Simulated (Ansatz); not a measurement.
Predict the output of the script below (Ansatz 0.2.0, Python API).

Script `energy.py`:
```python
"""Single point of AlH6NO2Si in a Gaussian basis."""

from pathlib import Path

import ansatz as az

mol = (
    az.Crystal.molecule()
    .atom("N", (-0.9953, 2.0039, 0.2052))
    .atom("Al", (-0.2329, 0.6841, -0.8705))
    .atom("O", (1.1654, 1.0955, -1.9608))
    .atom("O", (-0.7703, -1.0305, -0.7782))
    .atom("Si", (0.0483, -1.7816, 0.4817))
    .atom("H", (-0.3123, 2.4062, 0.8544))
    .atom("H", (-1.7535, 1.5836, 0.7715))
    .atom("H", (2.0283, 0.9745, -1.3746))
    .atom("H", (-0.2024, -1.058, 1.8122))
    .atom("H", (1.4881, -1.7636, 0.2141))
    .atom("H", (-0.3981, -3.1711, 0.6655))
)

job = mol.calculation().basis(gaussian="def2-SVP").functional("REVPBE0").orbitals()
res = job.run(threads=1, runs_dir="alh6no2si_runs")
r = res.report

print("reference energy %16.6f eV" % r["reference_energy_ev"])
print("total energy     %16.6f eV" % r["free_energy_ev"])
print("occupied orbitals outside the frozen core (up, down):", r["n_occupied"], " frozen:", r["n_frozen"], " virtual:", r["n_virtual"])

field = r["mean_field"]
print("<S^2> =", round(abs(field["state"]["spin_squared"]), 4), " all-electron relativity setting:", field["relativity"])
print("passes:", field["passes"])
if "symmetry" in field:
    print("occupied orbitals by irrep:", field["symmetry"]["occupied"])

lines = Path(r["orbitals_path"]).read_text().splitlines()
field_of = lambda key: [line.split("=")[1].strip() for line in lines if line.startswith(key)]
orbitals = [(27.211386 * float(e), s, float(n)) for e, s, n in zip(field_of("Ene="), field_of("Spin="), field_of("Occup="))]
homo = max(e for e, _, n in orbitals if n > 0.5)
lumo = min(e for e, _, n in orbitals if n < 0.5)
for e, spin, n in sorted(orbitals):
    if homo - 10 < e < lumo + 5:
        print(f"{spin:6s} {e:10.3f} eV  occupation {n:.0f}")
```

```console
$ python energy.py
reference energy    -20145.358679 eV
total energy        -20145.358679 eV
occupied orbitals outside the frozen core (up, down): [28, 28]  frozen: 0  virtual: [80, 80]
<S^2> = 0.0  all-electron relativity setting: none
passes: {'evaluations': 15, 'products': 11}
occupied orbitals by irrep: [{'A': 28}, {'A': 28}]
Alpha     -15.091 eV  occupation 2
Alpha     -13.158 eV  occupation 2
Alpha     -12.839 eV  occupation 2
Alpha     -12.038 eV  occupation 2
Alpha     -11.018 eV  occupation 2
Alpha     -10.954 eV  occupation 2
Alpha     -10.706 eV  occupation 2
Alpha      -9.476 eV  occupation 2
Alpha      -9.082 eV  occupation 2
Alpha      -8.702 eV  occupation 2
Alpha      -8.322 eV  occupation 2
Alpha      -7.594 eV  occupation 2
Alpha      -0.900 eV  occupation 0
Alpha      -0.228 eV  occupation 0
Alpha       1.244 eV  occupation 0
Alpha       1.630 eV  occupation 0
Alpha       1.880 eV  occupation 0
Alpha       2.573 eV  occupation 0
Alpha       3.209 eV  occupation 0
Alpha       3.766 eV  occupation 0
Alpha       3.812 eV  occupation 0
Alpha       4.069 eV  occupation 0
```

Caveats:
- These settings explore the input space; basis and method may be short of convergence.
- The geometry is a force-field or estimated start, not a minimum of this method, and the basis set is short of its limit.
- Alpha marks a spatial orbital of a restricted run, filled by both spins.
- Levels such as HOMO and LUMO are orbital energies: with these approximate functionals they aren't the ionisation energy and electron affinity, and their gap isn't the fundamental gap.
- Wall time of the script: 4.7 s on 1 thread of Intel(R) Xeon(R) Processor @ 2.70GHz (shared host), peak memory 0.32 GiB.

(Lines on the test bed's own set-up are left out of the output.)
